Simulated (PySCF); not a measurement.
# H14N4O2Os+: ligand-field states, spin distribution, part 2 of 2

PySCF 2.14.0. Atoms count from 0.

## Step 6: Ligand-field states: state-averaged CASSCF (basis x2c-TZVPall)

Job settings and geometry (Å):

```
{"job": {"kind": "lf", "basis": "x2c-TZVPall", "nevpt": true}, "charge": 1, "metal": "Os", "open_shell": "d5"}
Os     0.000000     0.000000     0.000000
O     -0.225012     0.114157     1.977486
H      0.485901    -0.204614     2.543046
O      0.225012    -0.114157    -1.977486
H     -0.485901     0.204614    -2.543046
N      2.120099    -0.037691    -0.240877
H      2.648917     0.755787     0.126327
H      2.617143    -0.867672     0.089069
H      2.199966    -0.018559    -1.268738
N     -2.120099     0.037691     0.240877
H     -2.648917    -0.755787    -0.126327
H     -2.199966     0.018559     1.268738
H     -2.617143     0.867672    -0.089069
N     -0.037657     2.128304     0.122095
H     -0.060860     2.311829     1.131902
H      0.774976     2.613432    -0.263452
H     -0.852298     2.587948    -0.290962
N      0.037657    -2.128304    -0.122095
H      0.060860    -2.311829    -1.131902
H      0.852298    -2.587948     0.290962
H     -0.774976    -2.613432     0.263452
```

Method: state-averaged CASSCF of the metal d shell, SC-NEVPT2 on the averaged canonical orbitals, state-interaction spin-orbit coupling.

The program printed:

```text
basis functions 351, electrons 133, active (5e, 5o)
stage 1: DIIS on the effective Fock matrix, level shift 0.30
cycle   1  E = -17627.6273769280  dE = -1.763e+04  max|g| = 8.785e-01
cycle   2  E = -17628.0264437908  dE = -3.991e-01  max|g| = 2.725e-01
cycle   3  E = -17628.0776754628  dE = -5.123e-02  max|g| = 1.280e-01
cycle   4  E = -17628.0921677364  dE = -1.449e-02  max|g| = 2.264e-02
cycle   5  E = -17628.0945457661  dE = -2.378e-03  max|g| = 1.364e-02
cycle   6  E = -17628.0953219829  dE = -7.762e-04  max|g| = 8.124e-03
cycle   7  E = -17628.0956168650  dE = -2.949e-04  max|g| = 6.009e-03
cycle   8  E = -17628.0957453852  dE = -1.285e-04  max|g| = 3.862e-03
cycle   9  E = -17628.0958066813  dE = -6.130e-05  max|g| = 3.093e-03
cycle  10  E = -17628.0958330432  dE = -2.636e-05  max|g| = 2.417e-03
cycle  11  E = -17628.0958460644  dE = -1.302e-05  max|g| = 1.774e-03
cycle  12  E = -17628.0958524349  dE = -6.370e-06  max|g| = 1.232e-03
cycle  13  E = -17628.0958553724  dE = -2.937e-06  max|g| = 8.156e-04
cycle  14  E = -17628.0958565911  dE = -1.219e-06  max|g| = 5.243e-04
cycle  15  E = -17628.0958571050  dE = -5.139e-07  max|g| = 3.242e-04
cycle  16  E = -17628.0958573047  dE = -1.997e-07  max|g| = 1.917e-04
cycle  17  E = -17628.0958573728  dE = -6.808e-08  max|g| = 1.126e-04
cycle  18  E = -17628.0958573963  dE = -2.354e-08  max|g| = 6.461e-05
cycle  19  E = -17628.0958574041  dE = -7.807e-09  max|g| = 3.612e-05
cycle  20  E = -17628.0958574066  dE = -2.474e-09  max|g| = 1.956e-05
cycle  21  E = -17628.0958574073  dE = -7.094e-10  max|g| = 1.044e-05
cycle  22  E = -17628.0958574075  dE = -2.110e-10  max|g| = 5.506e-06
converged average energy = -17628.0958574075

 mult deg   label        CASSCF/cm-1   NEVPT2/cm-1
   2   1   2Ag                 0.0           0.0
   2   1   2Ag              3838.1        6015.9
   2   1   2Ag              9924.3       12832.0
   4   1   4Ag             21154.4       23962.6
   4   1   4Ag             23001.1       27967.6
   2   1   2Ag             30476.0       30985.6
   4   1   4Ag             26798.5       31719.7
   4   1   4Ag             26516.0       33079.5
   2   1   2Ag             32651.1       34737.3
   2   1   2Ag             33956.0       35459.8
   2   1   2Ag             32340.9       36324.4
   2   1   2Ag             35015.5       38568.9
   2   1   2Ag             35669.0       39304.9
   2   1   2Ag             38284.0       40229.0
   4   1   4Ag             35989.7       40433.7
   2   1   2Ag             36461.3       40548.0
   2   1   2Ag             35990.0       41267.7
   2   1   2Ag             39099.8       44738.1
   2   1   2Ag             41968.0       45528.0
   4   1   4Ag             40093.8       46186.5
   2   1   2Ag             47064.9       49999.1
   6   1   6Ag             39625.0       50922.0
   2   1   2Ag             48654.8       52054.4
   2   1   2Ag             50625.3       53205.6
   2   1   2Ag             51011.1       55155.1
   2   1   2Ag             52109.5       55231.8
   2   1   2Ag             54941.6       58863.3
   4   1   4Ag             55728.2       60506.8
   4   1   4Ag             54166.6       60798.2
   4   1   4Ag             58985.2       66343.3
   4   1   4Ag             57798.8       66458.6
   4   1   4Ag             60182.1       67053.6
   4   1   4Ag             59829.5       67600.6
   2   1   2Ag             65336.6       69276.7
   4   1   4Ag             61474.5       69382.9
   2   1   2Ag             64656.9       70251.0
   2   1   2Ag             65603.3       70372.1
   4   1   4Ag             64956.7       71574.4
   2   1   2Ag             67040.6       71707.7
   2   1   2Ag             66860.9       72017.3
   2   1   2Ag             70233.2       72484.9
   2   1   2Ag             67610.0       72598.3
   2   1   2Ag             68720.3       73967.5
   2   1   2Ag             68985.3       73996.7
   2   1   2Ag             69537.8       74553.6
   2   1   2Ag             69404.7       75772.7
   2   1   2Ag             72416.9       76902.8
   2   1   2Ag             73037.6       77302.0
   2   1   2Ag             74043.6       78932.4
   2   1   2Ag             74347.6       79320.5
   4   1   4Ag             72613.4       80582.9
   2   1   2Ag             77485.6       80855.1
   2   1   2Ag             76077.0       80962.3
   2   1   2Ag             75315.2       81692.7
   4   1   4Ag             76421.6       81818.3
   4   1   4Ag             74591.5       81986.8
   2   1   2Ag             84011.7       83992.0
   2   1   2Ag             80970.2       84229.8
   2   1   2Ag             79583.4       84842.7
   4   1   4Ag             78058.2       87089.2

spin-orbit levels / cm-1
      0.00  x2  2Ag 0.83 2Ag 0.09
   7347.34  x2  2Ag 0.80 2Ag 0.12
  14328.90  x2  2Ag 0.87 2Ag 0.05
  24248.85  x2  4Ag 0.74 4Ag 0.13 2Ag 0.04
  25492.60  x2  4Ag 0.92 4Ag 0.03
  29171.22  x2  4Ag 0.72 4Ag 0.10 2Ag 0.04
  29938.61  x2  4Ag 0.72 4Ag 0.11 2Ag 0.06
  31490.61  x2  4Ag 0.39 2Ag 0.24 4Ag 0.12
  33081.98  x2  4Ag 0.62 2Ag 0.15 4Ag 0.05
  33486.89  x2  4Ag 0.51 2Ag 0.23 4Ag 0.07
  34299.32  x2  4Ag 0.55 4Ag 0.17 2Ag 0.09
  34721.51  x2  4Ag 0.67 2Ag 0.06 2Ag 0.05
  36163.55  x2  2Ag 0.34 2Ag 0.33 4Ag 0.08
  37140.66  x2  2Ag 0.27 2Ag 0.21 4Ag 0.14
  38430.19  x2  2Ag 0.44 2Ag 0.22 2Ag 0.06
  39784.13  x2  2Ag 0.68 2Ag 0.06 2Ag 0.04
  40690.91  x2  2Ag 0.37 4Ag 0.26 2Ag 0.11
  41224.07  x2  2Ag 0.42 4Ag 0.21 2Ag 0.11
  42179.04  x2  4Ag 0.32 2Ag 0.22 2Ag 0.14
  42785.52  x2  4Ag 0.39 2Ag 0.25 2Ag 0.11
  43289.42  x2  4Ag 0.46 2Ag 0.20 2Ag 0.08
  44093.54  x2  2Ag 0.58 2Ag 0.13 2Ag 0.07
  46519.55  x2  2Ag 0.65 4Ag 0.19
  47487.24  x2  2Ag 0.67 4Ag 0.20
  48077.31  x2  4Ag 0.51 2Ag 0.21 2Ag 0.09
  48922.75  x2  4Ag 0.61 2Ag 0.14 6Ag 0.06
  52424.10  x2  2Ag 0.72 4Ag 0.10 2Ag 0.03
  53557.25  x2  6Ag 0.89
  53702.24  x2  6Ag 0.82 2Ag 0.05
  53905.57  x2  6Ag 0.84 4Ag 0.04
```

Run time: 2.1 min. Hardware: 1 thread of Arm Neoverse V1, shared host; peak memory 1.4 GiB.

Warnings kept with the result: strongly covalent, metal-shell active space is small for this complex.

From this job:

```
             quantity      value
spin-orbit constant ζ  3292 cm⁻¹
```

Powder susceptibility:

| T (K) | χT (cm³ K/mol) | μ(eff) |
| --- | --- | --- |
| 2 | 0.482 | 1.96 |
| 20 | 0.483 | 1.97 |
| 100 | 0.491 | 1.98 |
| 300 | 0.509 | 2.02 |

## Step 7: Ligand-field states: state-averaged CASSCF (avg hs)

The job, as its differences from that of step 6:

```diff
@@ -1,2 +1,2 @@
-{"job": {"kind": "lf", "basis": "x2c-TZVPall", "nevpt": true}, "charge": 1, "metal": "Os", "open_shell": "d5"}
+{"job": {"kind": "lf", "basis": {"metal": "x2c-TZVPall", "ligand": "x2c-SVPall"}, "nevpt": true, "avg": "hs"}, "charge": 1, "metal": "Os", "open_shell": "d5"}
 Os     0.000000     0.000000     0.000000
```

With the program's defaults for keys left out, this is: state-averaged CASSCF of the metal d shell, SC-NEVPT2 on the averaged canonical orbitals, state-interaction spin-orbit coupling.

The program printed:

```text
basis functions 235, electrons 133, active (5e, 5o)
stage 1: DIIS on the effective Fock matrix, level shift 0.30
cycle   1  E = -17626.7882282807  dE = -1.763e+04  max|g| = 8.766e-01
cycle   2  E = -17627.6303349548  dE = -8.421e-01  max|g| = 3.352e-01
cycle   3  E = -17627.7345630250  dE = -1.042e-01  max|g| = 2.256e-01
cycle   4  E = -17627.7995408546  dE = -6.498e-02  max|g| = 9.682e-02
cycle   5  E = -17627.8089341288  dE = -9.393e-03  max|g| = 1.980e-02
cycle   6  E = -17627.8108272463  dE = -1.893e-03  max|g| = 1.198e-02
cycle   7  E = -17627.8113580527  dE = -5.308e-04  max|g| = 6.589e-03
cycle   8  E = -17627.8115467127  dE = -1.887e-04  max|g| = 3.894e-03
cycle   9  E = -17627.8116252686  dE = -7.856e-05  max|g| = 2.178e-03
cycle  10  E = -17627.8116528942  dE = -2.763e-05  max|g| = 1.489e-03
cycle  11  E = -17627.8116601319  dE = -7.238e-06  max|g| = 1.037e-03
cycle  12  E = -17627.8116624401  dE = -2.308e-06  max|g| = 7.166e-04
cycle  13  E = -17627.8116636320  dE = -1.192e-06  max|g| = 4.601e-04
cycle  14  E = -17627.8116641164  dE = -4.843e-07  max|g| = 2.842e-04
cycle  15  E = -17627.8116642832  dE = -1.668e-07  max|g| = 1.602e-04
cycle  16  E = -17627.8116643467  dE = -6.354e-08  max|g| = 9.430e-05
cycle  17  E = -17627.8116643673  dE = -2.052e-08  max|g| = 6.057e-05
cycle  18  E = -17627.8116643737  dE = -6.446e-09  max|g| = 3.755e-05
cycle  19  E = -17627.8116643758  dE = -2.092e-09  max|g| = 2.158e-05
cycle  20  E = -17627.8116643763  dE = -5.384e-10  max|g| = 1.694e-05
cycle  21  E = -17627.8116643766  dE = -2.801e-10  max|g| = 1.236e-05
cycle  22  E = -17627.8116643767  dE = -1.273e-10  max|g| = 9.938e-06
converged average energy = -17627.8116643767

 mult deg   label        CASSCF/cm-1   NEVPT2/cm-1
   2   1   2Ag                 0.0           0.0
   2   1   2Ag              3937.4        5535.1
   2   1   2Ag             10017.7       12216.6
   4   1   4Ag             20965.2       24239.8
   4   1   4Ag             22758.6       27866.1
   4   1   4Ag             26730.8       31946.9
   2   1   2Ag             30952.3       32223.8
   4   1   4Ag             26380.9       32786.5
   2   1   2Ag             33288.4       35599.8
   2   1   2Ag             34872.9       36527.1
   2   1   2Ag             32915.9       36721.4
   2   1   2Ag             35686.4       39475.0
   2   1   2Ag             36341.5       39790.3
   4   1   4Ag             36178.5       40902.1
   2   1   2Ag             37153.6       40998.3
   2   1   2Ag             36689.5       41206.9
   2   1   2Ag             39174.0       41443.2
   2   1   2Ag             39736.4       44659.3
   2   1   2Ag             42781.1       46231.9
   4   1   4Ag             40215.9       46303.9
   6   1   6Ag             38359.6       50820.8
   2   1   2Ag             48143.9       51011.5
   2   1   2Ag             49660.1       52582.4
   2   1   2Ag             52119.3       54869.1
   2   1   2Ag             51793.3       55318.3
   2   1   2Ag             53251.9       55874.7
   2   1   2Ag             56192.8       59646.0
   4   1   4Ag             54448.6       61645.8
   4   1   4Ag             56042.0       62001.2
   4   1   4Ag             58150.7       67279.3
   4   1   4Ag             59219.2       67328.0
   4   1   4Ag             60589.4       67956.6
   4   1   4Ag             60075.0       68588.7
   4   1   4Ag             61847.5       70169.4
   2   1   2Ag             66366.6       70945.0
   2   1   2Ag             65571.4       71510.7
   2   1   2Ag             66623.4       71970.0
   4   1   4Ag             65588.1       72599.9
   2   1   2Ag             68118.1       73469.9
   2   1   2Ag             67913.3       73607.1
   2   1   2Ag             68650.2       73760.8
   2   1   2Ag             71586.3       74630.0
   2   1   2Ag             70148.7       75333.3
   2   1   2Ag             69924.8       75355.2
   2   1   2Ag             70674.3       75939.3
   2   1   2Ag             70433.7       77015.5
   2   1   2Ag             73823.9       78433.6
   2   1   2Ag             74425.3       79012.1
   2   1   2Ag             75478.9       80349.7
   2   1   2Ag             75881.3       80719.3
   4   1   4Ag             73371.5       81258.4
   2   1   2Ag             77439.3       82582.2
   2   1   2Ag             76596.7       82695.1
   4   1   4Ag             75281.5       82788.8
   2   1   2Ag             79209.7       82818.1
   4   1   4Ag             77544.0       83837.4
   2   1   2Ag             82778.3       85901.0
   2   1   2Ag             81127.4       86453.8
   4   1   4Ag             78680.3       87347.5
   2   1   2Ag             86286.8       87517.8

spin-orbit levels / cm-1
      0.00  x2  2Ag 0.80 2Ag 0.11 2Ag 0.03
   7142.19  x2  2Ag 0.78 2Ag 0.14
  13951.10  x2  2Ag 0.87 2Ag 0.05
  24591.28  x2  4Ag 0.71 4Ag 0.16 4Ag 0.04
  25941.35  x2  4Ag 0.91 4Ag 0.04
  29361.75  x2  4Ag 0.75 4Ag 0.10
  30186.18  x2  4Ag 0.71 4Ag 0.14 2Ag 0.03
  31955.85  x2  4Ag 0.47 2Ag 0.16 4Ag 0.15
  33611.48  x2  4Ag 0.76 4Ag 0.05 2Ag 0.05
  34130.18  x2  4Ag 0.37 4Ag 0.27 2Ag 0.22
  34575.15  x2  4Ag 0.55 4Ag 0.18 2Ag 0.08
  34973.54  x2  4Ag 0.42 2Ag 0.17 2Ag 0.09
  37068.24  x2  2Ag 0.36 2Ag 0.29 2Ag 0.06
  37903.66  x2  2Ag 0.34 2Ag 0.21 2Ag 0.12
  39252.94  x2  2Ag 0.31 2Ag 0.30 2Ag 0.08
  40813.22  x2  2Ag 0.61 2Ag 0.05 4Ag 0.05
  41585.36  x2  4Ag 0.25 2Ag 0.19 2Ag 0.17
  41951.63  x2  2Ag 0.38 4Ag 0.25 2Ag 0.08
  42939.16  x2  4Ag 0.38 2Ag 0.19 2Ag 0.09
  43509.48  x2  4Ag 0.35 2Ag 0.25 2Ag 0.08
  44134.90  x2  2Ag 0.32 4Ag 0.31 2Ag 0.08
  44533.36  x2  2Ag 0.42 2Ag 0.16 4Ag 0.09
  46775.51  x2  2Ag 0.66 4Ag 0.17
  48235.77  x2  4Ag 0.41 2Ag 0.39 2Ag 0.05
  48634.10  x2  4Ag 0.42 2Ag 0.25 2Ag 0.13
  49499.92  x2  4Ag 0.49 2Ag 0.24 6Ag 0.07
  53493.86  x2  2Ag 0.63 6Ag 0.15 4Ag 0.05
  53799.86  x2  6Ag 0.88
  53995.42  x2  6Ag 0.78 2Ag 0.05 4Ag 0.05
  54177.79  x2  6Ag 0.82 4Ag 0.05
```

It took 57 s on 1 thread of Arm Neoverse V1, shared host; peak memory 0.98 GiB.

Warnings kept with the result: strongly covalent, metal-shell active space is small for this complex.

From this job:

```csv
quantity,value
spin-orbit constant ζ,3427 cm⁻¹
```

Powder susceptibility:

```
T (K)  χT (cm³ K/mol)  μ(eff)
    2           0.492    1.98
   20           0.494    1.99
  100           0.502    2.00
  300           0.523    2.04
```

## Step 8: Ligand field across the series

From the NEVPT2 states (cm⁻¹; the spread is that of the fitted one-electron ligand-field levels):

```csv
step,setting,ground state,next state,orbital spread,Racah B,ζ,"μ(eff), 300 K"
3,as given,2Ag,2Ag at 6217,48424,648,3304,2.02
6,basis x2c-TZVPall,2Ag,2Ag at 6016,46908,629,3292,2.02
7,avg hs,2Ag,2Ag at 5535,47513,679,3427,2.04
```

## Step 9: Outcome

What follows sums up all 2 parts.

| quantity | value |
| --- | --- |
| point group | Ci |
| rotational constants (main isotopes) | 1.77, 1.58, 1.40 GHz |
| spin-orbit constant ζ (step 3, state-averaged CASSCF) | 3304 cm⁻¹ |
| ground multiplicity, μ(eff) at 300 K (step 3, 6 donors at 1.99 to 2.13 Å) | 2, 2.02 μB |
| ground multiplicity, μ(eff) at 300 K (step 6, 6 donors at 1.99 to 2.13 Å) | 2, 2.02 μB |
| ground multiplicity, μ(eff) at 300 K (step 7, 6 donors at 1.99 to 2.13 Å) | 2, 2.04 μB |

Relaxing lowered the energy by 0.664 eV in 13 steps; the close pair that moved most is Os0–N13, from 2.047 to 2.132 Å. In step 3, χT goes from 0.48 at 2 K to 0.51 cm³ K/mol at 300 K: nearly flat, so one level governs the whole range. The bonding is strongly covalent, and an active space of the metal's shell alone is small for it, so these values are rough.
